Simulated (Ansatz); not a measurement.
# PtSe (rocksalt): a single-point run

Aim: a sound single-point run of PtSe (rocksalt). The structure is shown as the input types it.

Computed with Ansatz 0.2.0 (DFT PBEsol, scalar-relativistic, plane waves, PAW, unless a step's input says otherwise).

4 further runs of the same task are left out: 1 that didn't finish, 3 set aside as unsound or not needed.

## 1. The system as given

It takes space group Fm-3m (No. 225, cubic). The conventional cell has a = 5.212 Å, b = 5.212 Å, c = 5.212 Å, α = 90.00°, β = 90.00°, γ = 90.00°. Pt (site symmetry m-3m) is surrounded by 6 Se at 2.61 Å. Se (site symmetry m-3m) has 6 Pt at 2.61 Å as nearest neighbours.

Coordinates:

```cif
data_structure
_symmetry_space_group_name_H-M 'P 1'
_symmetry_Int_Tables_number 1
_cell_length_a 3.6853
_cell_length_b 3.6853
_cell_length_c 3.6853
_cell_angle_alpha 60.000
_cell_angle_beta 60.000
_cell_angle_gamma 60.000
_cell_volume 35.39
loop_
_atom_site_label
_atom_site_type_symbol
_atom_site_fract_x
_atom_site_fract_y
_atom_site_fract_z
_atom_site_occupancy
Pt1 Pt 0.50000 0.50000 0.50000 1
Se1 Se 0.00000 0.00000 0.00000 1
```

## 2. Input and run

Input file input.yaml:

```yaml
crystal:
  lattice:
    - [0.0, 2.6058892385, 2.6058892385]
    - [2.6058892385, 0.0, 2.6058892385]
    - [2.6058892385, 2.6058892385, 0.0]
  atoms:
    - { symbol: Pt, position: [0.5, 0.5, 0.5], spin: 2.0 }
    - { symbol: Se, position: [0.0, 0.0, 0.0] }
basis:
  ecutwfc: 420
  ecutrho_ratio: 4
kpoints:
  mp_grid: { grid: [10, 10, 10] }
hamiltonian:
  xc: pbesol
scf:
  occupations: { method: gaussian, width: 0.05 }
  max_iter: 60
output:
  forces: true
  stress: true
magnetization:
  spin_polarized: true
  initial_magnetization: 40
```

Launch:

```sh
$ ansatz run input.yaml --threads 4 --pin off --max-ram 4096MiB --backend cpu --events-out ev --progress --plain --runs-dir out
```

**Question.** How will this run end, and is anything wrong with its input?

The program finished normally, with warnings (given moment on shells, seeded moment not kept). Its log warns: «where an SCF of this run starts from atoms to list the orders of its open shells, Se (site 1, from 0) starts with 2.00 μB on its 4p shell ...»

In the input, magnetization.initial_magnetization is 40. The risk: unrealistic starting moment. The run ends with a total moment of 0.00 μB. The run converged, but that does not make its result sound.

The test: delete magnetization.initial_magnetization (the default then holds).
